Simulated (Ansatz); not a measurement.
The system is Ga3Se.

```
Se Ga
1.0
     4.43246    0.00000    0.00000
     0.00000    4.43246    0.00000
     0.00000    0.00000    4.43246
Se Ga
1 3
Direct
  0.00000 0.00000 0.00000
  0.50000 0.50000 0.00000
  0.50000 0.00000 0.50000
  0.00000 0.50000 0.50000
```

The cell comes from a database or a generator and needn't be the stable form of this composition.

| Quantity | Value |
| --- | --- |
| Program | Ansatz 0.2.0 |
| Task | relaxation of cell and atoms |
| Functional | PBEsol |
| Dispersion | D3(BJ)-ATM |
| Potentials or basis | Ansatz PAW |
| Cutoff | 420 eV (not typed: the program's choice for these potentials) |
| k mesh | 6 × 6 × 6 |
| Occupations | fermi-dirac, width 0.05 eV |
| Spin | no spin polarisation |

At the start: volume 21.77 Å³/atom.

Problem. Where does the relaxation end?

Solution. It ends after 5 steps and the volume is 19.11 Å³/atom (-12.2 %); space group Pm-3m (No. 221, to 0.05 Å).

Step by step:
```csv
step,energy change (eV),largest force (eV/Å),volume (Å³)
1,0.0000,0.0000,87.08
2,-0.2100,0.0000,76.13
3,-0.2101,0.0000,76.50
4,-0.2102,0.0000,76.43
5,-0.2080,0.0000,76.43
```

Final structure:
```
Se Ga
1.0
     4.24371    0.00000    0.00000
     0.00000    4.24371    0.00000
     0.00000    0.00000    4.24371
Se Ga
1 3
Direct
  0.00000 0.00000 0.00000
  0.50000 0.50000 0.00000
  0.50000 0.00000 0.50000
  0.00000 0.50000 0.50000
```

Caveat: the plane-wave basis is chosen anew once the cell has moved, so the energies of steps on either side of that aren't comparable; pairwise dispersion overbinds metals, which lowers pressure and volume; the PAW data sets come from PBE, with cores solved anew for the run's functional, which leaves a small shift of forces and pressure.
